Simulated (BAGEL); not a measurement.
# [AlF4]− (fluoroaluminate): a chain of runs

We compute a series of 15 runs (B3LYP/def2-SVP, RI-MP2/def2-SVP) of AlF4. 

The results are computed with BAGEL 1.2.2.

1 further run of the same task is left out (set aside as unsound or not needed).

**1. The structure to begin with**

The species is [AlF4]− (5 atoms), meant as a singlet with charge -1. SMILES: `[F][Al-]([F])([F])[F]`. One bond was lengthened or shortened from a relaxed shape.

Bond lengths: F1–Al2 1.436 Å, Al2–F3 1.689 Å, Al2–F4 1.689 Å, Al2–F5 1.689 Å. Angles: F1–Al2–F3 109.5°, F1–Al2–F4 109.5°, F1–Al2–F5 109.5°, F3–Al2–F4 109.5°, F3–Al2–F5 109.5°, F4–Al2–F5 109.5°.

**2. A single-point energy at B3LYP/def2-SVP (density fitting with svp-jkfit) (run 1)**

job.json

```json
{ "bagel": [

{
  "title": "molecule",
  "basis": "svp",
  "df_basis": "svp-jkfit",
  "angstrom": true,
  "geometry": [
    { "atom": "F", "xyz": [   -0.086278,   -0.249908,    1.411046 ] },
    { "atom": "Al", "xyz": [    0.000000,    0.000000,    0.000000 ] },
    { "atom": "F", "xyz": [   -1.343000,    0.895800,   -0.496200 ] },
    { "atom": "F", "xyz": [    0.034500,   -1.469900,   -0.831000 ] },
    { "atom": "F", "xyz": [    1.409900,    0.868100,   -0.332800 ] }
  ]
},
{ "title": "ks", "xc_func": "b3lyp", "charge": -1 },
{ "title": "print", "file": "orbitals.molden", "orbitals": true }

]}
```

The run is started by

```console
$ BAGEL_NUM_THREADS=1 BAGEL job.json > job.out
```

What it wrote:

```text
* using 1 threads per process

  ===============================================================
  ===============================================================

  *** Geometry ***

  { "atom" : "F", "xyz" : [     -0.163042,     -0.472258,      2.666490 ] },
  { "atom" : "Al", "xyz" : [      0.000000,      0.000000,      0.000000 ] },
  { "atom" : "F", "xyz" : [     -2.537902,      1.692817,     -0.937682 ] },
  { "atom" : "F", "xyz" : [      0.065196,     -2.777708,     -1.570362 ] },
  { "atom" : "F", "xyz" : [      2.664325,      1.640471,     -0.628901 ] },

  Number of auxiliary basis functions:      436

  Since a DF basis is specified, we compute 2- and 3-index integrals:
    o Being stored without compression. Storage requirement is 0.019 GB

  Number of basis functions:       74
  Number of electrons      :       49

    * METHOD: MOLECULE                             0.15

  *** Kohn-Sham DFT ***

    * Removing 8576 points whose weight is below 1.00e-10
    * Grid points: 65954

  === Nuclear Repulsion ===
   250.0555446825

       - DIIS with orbital gradients will be used.

  === KS iteration (b3lyp / svp) ===
      0       -616.92844212          0.15264423           0.25
      1       -615.50691956          0.16697011           0.24
      2       -628.23082877          0.13111702           0.25
      3       -641.58796074          0.01980054           0.27
      4       -641.69708383          0.01220818           0.27
      5       -641.73460904          0.00740438           0.27
      6       -641.75494964          0.00217918           0.27
      7       -641.75683095          0.00014878           0.26
      8       -641.75683914          0.00000650           0.26
      9       -641.75683916          0.00000408           0.26
     10       -641.75683916          0.00000156           0.26
     11       -641.75683916          0.00000016           0.24
     12       -641.75683916          0.00000011           0.23
     13       -641.75683916          0.00000001           0.23
     14       -641.75683916          0.00000001           0.25
    * SCF iteration converged.

    * Permanent dipole moment:
           (    0.016928,     0.049359,    -0.278598) a.u.

    * METHOD: KS                                   4.02

    * METHOD: PRINT                                0.01

  ===============================================================
```

It took 4.5 s on 1 thread of Arm Neoverse V2, shared host; peak memory 0.27 GiB.

**3. Bond 2-1 at 1.689 A: the energy at RI-MP2/def2-SVP (density fitting with svp-jkfit) (run 2)**

input.json

```json
{ "bagel": [

{
  "title": "molecule",
  "basis": "svp",
  "df_basis": "svp-jkfit",
  "angstrom": true,
  "geometry": [
    { "atom": "F", "xyz": [      -0.101501,      -0.294002,       1.660013 ] },
    { "atom": "Al", "xyz": [       0.000000,       0.000000,       0.000000 ] },
    { "atom": "F", "xyz": [      -1.343000,       0.895800,      -0.496200 ] },
    { "atom": "F", "xyz": [       0.034500,      -1.469900,      -0.831000 ] },
    { "atom": "F", "xyz": [       1.409900,       0.868100,      -0.332800 ] }
  ]
},

{ "title": "hf", "charge": -1 },

{ "title": "mp2", "charge": -1, "ncore": 9 }

]}
```

The run is started by

```console
$ BAGEL_NUM_THREADS=1 BAGEL input.json > input.out
```

What it wrote:

```text
* using 1 threads per process

  ===============================================================
  ===============================================================

  *** Geometry ***

  { "atom" : "F", "xyz" : [     -0.191809,     -0.555583,      3.136970 ] },
  { "atom" : "Al", "xyz" : [      0.000000,      0.000000,      0.000000 ] },
  { "atom" : "F", "xyz" : [     -2.537902,      1.692817,     -0.937682 ] },
  { "atom" : "F", "xyz" : [      0.065196,     -2.777708,     -1.570362 ] },
  { "atom" : "F", "xyz" : [      2.664325,      1.640471,     -0.628901 ] },

  Number of auxiliary basis functions:      436

  Since a DF basis is specified, we compute 2- and 3-index integrals:
    o Being stored without compression. Storage requirement is 0.019 GB

  Number of basis functions:       74
  Number of electrons      :       49

    * METHOD: MOLECULE                             0.17

  *** RHF ***

  === Nuclear Repulsion ===
   239.8900378045

      * DIIS with orbital gradients will be used.

  === RHF iteration (svp) ===
      0       -639.25650014          0.02976793           0.06
      1       -639.51054443          0.01880459           0.06
      2       -639.65444168          0.00046868           0.06
      3       -639.65464674          0.00006792           0.06
      4       -639.65465145          0.00001906           0.06
      5       -639.65465180          0.00000347           0.06
      6       -639.65465181          0.00000053           0.06
      7       -639.65465181          0.00000012           0.06
      8       -639.65465181          0.00000004           0.06
      9       -639.65465181          0.00000001           0.06
    * SCF iteration converged.

    * Permanent dipole moment:
           (   -0.000116,    -0.000015,     0.000021) a.u.

    * METHOD: HF                                   0.71

  *** RHF ***

  === Nuclear Repulsion ===
   239.8900378045

      * DIIS with orbital gradients will be used.

  === RHF iteration (svp) ===
      0       -639.65465181          0.00000000           0.07
    * SCF iteration converged.

    * Permanent dipole moment:
           (   -0.000116,    -0.000015,     0.000021) a.u.

  === DF-MP2 calculation ===

    * freezing 9 orbitals
    * 3-index integral transformation done
    * assembly done

      MP2 correlation energy:   -0.8106096293      0.06

      MP2 total energy:       -640.4652614442

    * METHOD: MP2                                  0.19

  ===============================================================
```

It took 1.3 s on 1 thread of Arm Neoverse V2, shared host; peak memory 0.14 GiB.

Runs 3 to 4 aren't shown in full; the table further down has their settings and results.

**4. Bond 2-1 at 1.942 A: the energy at B3LYP/def2-SVP (density fitting with svp-jkfit) (run 5)**

calc.json

```json
{ "bagel" : [

{
  "title" : "molecule",
  "basis" : "svp",
  "df_basis" : "svp-jkfit",
  "angstrom" : true,
  "geometry" : [
    { "atom" : "F", "xyz" : [   -0.116724,   -0.338097,    1.908981 ] },
    { "atom" : "Al", "xyz" : [    0.000000,    0.000000,    0.000000 ] },
    { "atom" : "F", "xyz" : [   -1.343000,    0.895800,   -0.496200 ] },
    { "atom" : "F", "xyz" : [    0.034500,   -1.469900,   -0.831000 ] },
    { "atom" : "F", "xyz" : [    1.409900,    0.868100,   -0.332800 ] }
  ]
},
{
  "title" : "ks",
  "xc_func" : "b3lyp",
  "charge" : -1
},
{
  "title" : "print",
  "file" : "orbitals.molden",
  "orbitals" : true
}

]}
```

The run is started by

```console
$ BAGEL_NUM_THREADS=1 BAGEL calc.json > calc.out
```

What it wrote:

```text
* using 1 threads per process

  ===============================================================
  ===============================================================

  *** Geometry ***

  { "atom" : "F", "xyz" : [     -0.220576,     -0.638911,      3.607451 ] },
  { "atom" : "Al", "xyz" : [      0.000000,      0.000000,      0.000000 ] },
  { "atom" : "F", "xyz" : [     -2.537902,      1.692817,     -0.937682 ] },
  { "atom" : "F", "xyz" : [      0.065196,     -2.777708,     -1.570362 ] },
  { "atom" : "F", "xyz" : [      2.664325,      1.640471,     -0.628901 ] },

  Number of auxiliary basis functions:      436

  Since a DF basis is specified, we compute 2- and 3-index integrals:
    o Being stored without compression. Storage requirement is 0.019 GB

  Number of basis functions:       74
  Number of electrons      :       49

    * METHOD: MOLECULE                             0.16

  *** Kohn-Sham DFT ***

    * Removing 7990 points whose weight is below 1.00e-10
    * Grid points: 66540

  === Nuclear Repulsion ===
   231.8037337855

       - DIIS with orbital gradients will be used.

  === KS iteration (b3lyp / svp) ===
      0       -616.74195021          0.14732766           0.29
      1       -612.82285209          0.17373247           0.28
      2       -627.33963021          0.13140223           0.27
      3       -641.61640260          0.01939197           0.26
      4       -641.71117549          0.01403196           0.27
      5       -641.75867887          0.00899546           0.27
      6       -641.78379524          0.00471942           0.26
      7       -641.79239882          0.00088762           0.27
      8       -641.79265984          0.00038958           0.28
      9       -641.79271976          0.00001236           0.26
     10       -641.79271985          0.00000673           0.28
     11       -641.79271986          0.00000408           0.28
     12       -641.79271987          0.00000012           0.27
     13       -641.79271987          0.00000009           0.27
     14       -641.79271987          0.00000001           0.28
     15       -641.79271987          0.00000001           0.27
    * SCF iteration converged.

    * Permanent dipole moment:
           (   -0.020011,    -0.057677,     0.325715) a.u.

    * METHOD: KS                                   4.59

    * METHOD: PRINT                                0.01

  ===============================================================
```

Wall time 5.1 s (1 thread of Arm Neoverse V2, shared host); peak memory 0.27 GiB.

Runs 6 to 14 aren't shown in full; the table further down has their settings and results.

**5. Bond 2-1 at 4.729 A: a single-point energy at B3LYP/def2-SVP (density fitting with svp-jkfit) (run 15)**

job.json

```json
{ "bagel": [

{
  "title": "molecule",
  "basis": "svp",
  "df_basis": "svp-jkfit",
  "angstrom": "true",
  "geometry": [
    { "atom": "F", "xyz": [      -0.284201,      -0.823203,       4.648017 ] },
    { "atom": "Al", "xyz": [       0.000000,       0.000000,       0.000000 ] },
    { "atom": "F", "xyz": [      -1.343000,       0.895800,      -0.496200 ] },
    { "atom": "F", "xyz": [       0.034500,      -1.469900,      -0.831000 ] },
    { "atom": "F", "xyz": [       1.409900,       0.868100,      -0.332800 ] }
  ]
},

{ "title": "ks", "xc_func": "b3lyp", "charge": -1 },

{ "title": "print", "file": "orbitals.molden", "orbitals": "true" }

]}
```

The run is started by

```console
$ BAGEL_NUM_THREADS=1 BAGEL job.json > job.out
```

What it wrote:

```text
* using 1 threads per process

  ===============================================================
  ===============================================================

  *** Geometry ***

  { "atom" : "F", "xyz" : [     -0.537062,     -1.555628,      8.783479 ] },
  { "atom" : "Al", "xyz" : [      0.000000,      0.000000,      0.000000 ] },
  { "atom" : "F", "xyz" : [     -2.537902,      1.692817,     -0.937682 ] },
  { "atom" : "F", "xyz" : [      0.065196,     -2.777708,     -1.570362 ] },
  { "atom" : "F", "xyz" : [      2.664325,      1.640471,     -0.628901 ] },

  Number of auxiliary basis functions:      436

  Since a DF basis is specified, we compute 2- and 3-index integrals:
    o Being stored without compression. Storage requirement is 0.019 GB

  Number of basis functions:       74
  Number of electrons      :       49

    * METHOD: MOLECULE                             0.15

  *** Kohn-Sham DFT ***

    * Removing 6517 points whose weight is below 1.00e-10
    * Grid points: 68013

  === Nuclear Repulsion ===
   192.9671225091

       - DIIS with orbital gradients will be used.

  === KS iteration (b3lyp / svp) ===
      0       -587.17838515          0.13245924           0.26
      1       -411.18297683          0.11040420           0.25
      2       -589.74117163          0.14046306           0.25
      3       -601.02609129          0.11585468           0.25
      4       -602.98674353          0.11281634           0.25
      5       -602.99218736          0.11279198           0.25
      6       -603.31884630          0.11225517           0.25
      7       -422.28607021          0.17707030           0.25
      8       -639.46610575          0.06206725           0.25
      9       -615.73043414          0.02980951           0.25
     10       -445.47158391          0.08064404           0.25
     11       -602.40354716          0.05664011           0.25
     12       -639.93543149          0.04855272           0.25
     13       -639.89201773          0.04884903           0.25
     14       -640.98256695          0.03377622           0.25
     15       -612.55616629          0.05811292           0.25
     16       -627.71128640          0.03666386           0.25
     17       -640.16485422          0.04810302           0.25
     18       -640.55434178          0.02888192           0.25
     19       -641.31820905          0.01962457           0.25
     20       -641.25763006          0.02203742           0.25
     21       -641.35631950          0.01836453           0.25
     22       -641.56867273          0.00613886           0.25
     23       -641.14054205          0.02495357           0.25
     24       -641.58143400          0.00494933           0.25
     25       -641.56953317          0.00582447           0.25
     26       -641.58574282          0.00328757           0.25
     27       -641.59320292          0.00101475           0.25
     28       -641.59361675          0.00050818           0.25
     29       -641.59384469          0.00007365           0.25
     30       -641.59384344          0.00007887           0.26
     31       -641.59384893          0.00000630           0.25
     32       -641.59384894          0.00000559           0.26
     33       -641.59384898          0.00000114           0.26
     34       -641.59384898          0.00000068           0.26
     35       -641.59384899          0.00000071           0.26
     36       -641.59384899          0.00000076           0.25
     37       -641.59384899          0.00000037           0.25
     38       -641.59384899          0.00000023           0.25
     39       -641.59384899          0.00000026           0.25
     40       -641.59384899          0.00000015           0.25
     41       -641.59384899          0.00000003           0.25
     42       -641.59384899          0.00000002           0.25
     43       -641.59384899          0.00000001           0.26
    * SCF iteration converged.

    * Permanent dipole moment:
           (   -0.211216,    -0.611570,     3.453104) a.u.

    * METHOD: KS                                  11.34

    * METHOD: PRINT                                0.01

  ===============================================================
```

It took 12 s on 1 thread of Arm Neoverse V2, shared host; peak memory 0.28 GiB.

**6. All runs side by side**

```tsv
run	level	frozen core orbitals	partner	energy (Eh)	HOMO energy (eV)	LUMO energy (eV)	HOMO–LUMO gap (eV)	wall time
1	B3LYP/def2-SVP (density fitting with svp-jkfit)	–	bond 2-1 at 1.436 A	-641.756839	-3.90	6.00	9.90	4.5 s
2	RI-MP2/def2-SVP (density fitting with svp-jkfit)	9	bond 2-1 at 1.689 A	-640.465261	–	–	–	1.3 s
3	B3LYP/def2-SVP (density fitting with svp-jkfit)	–	bond 2-1 at 1.689 A	-641.810951	-4.21	5.82	10.03	4.8 s
4	RI-MP2/def2-SVP (density fitting with svp-jkfit)	9	bond 2-1 at 1.942 A	-640.447139	–	–	–	1.5 s
5	B3LYP/def2-SVP (density fitting with svp-jkfit)	–	bond 2-1 at 1.942 A	-641.792720	-3.60	5.49	9.09	5.1 s
6	RI-MP2/def2-SVP (density fitting with svp-jkfit)	9	bond 2-1 at 2.280 A	-640.398109	–	–	–	1.4 s
7	B3LYP/def2-SVP (density fitting with svp-jkfit)	–	bond 2-1 at 2.280 A	-641.745866	-2.57	4.76	7.33	4.8 s
8	RI-MP2/def2-SVP (density fitting with svp-jkfit)	9	bond 2-1 at 2.702 A	-640.341469	–	–	–	1.4 s
9	B3LYP/def2-SVP (density fitting with svp-jkfit)	–	bond 2-1 at 2.702 A	-641.693609	-1.69	3.56	5.24	8.1 s
10	RI-MP2/def2-SVP (density fitting with svp-jkfit)	9	bond 2-1 at 3.209 A	-640.292114	–	–	–	1.4 s
11	B3LYP/def2-SVP (density fitting with svp-jkfit)	–	bond 2-1 at 3.209 A	-641.649853	-1.10	2.30	3.40	8.7 s
12	RI-MP2/def2-SVP (density fitting with svp-jkfit)	9	bond 2-1 at 3.884 A	-640.250298	–	–	–	1.4 s
13	B3LYP/def2-SVP (density fitting with svp-jkfit)	–	bond 2-1 at 3.884 A	-641.615365	-0.79	1.23	2.01	8.4 s
14	RI-MP2/def2-SVP (density fitting with svp-jkfit)	9	bond 2-1 at 4.729 A	-640.220540	–	–	–	1.6 s
15	B3LYP/def2-SVP (density fitting with svp-jkfit)	–	bond 2-1 at 4.729 A	-641.593849	-0.64	0.52	1.16	12 s
```

**7. Results**

| quantity | value |
| --- | --- |
| bond 2-1 at 4.729 A, run 15: total energy | -641.59385 Eh |
| bond 2-1 at 4.729 A, run 15: HOMO energy | -0.64 eV |
| bond 2-1 at 4.729 A, run 15: LUMO energy | 0.52 eV |
| bond 2-1 at 4.729 A, run 15: HOMO–LUMO gap (to an unbound level, set by the basis) | 1.16 eV |

All runs together took 66 s, the longest 12 s.
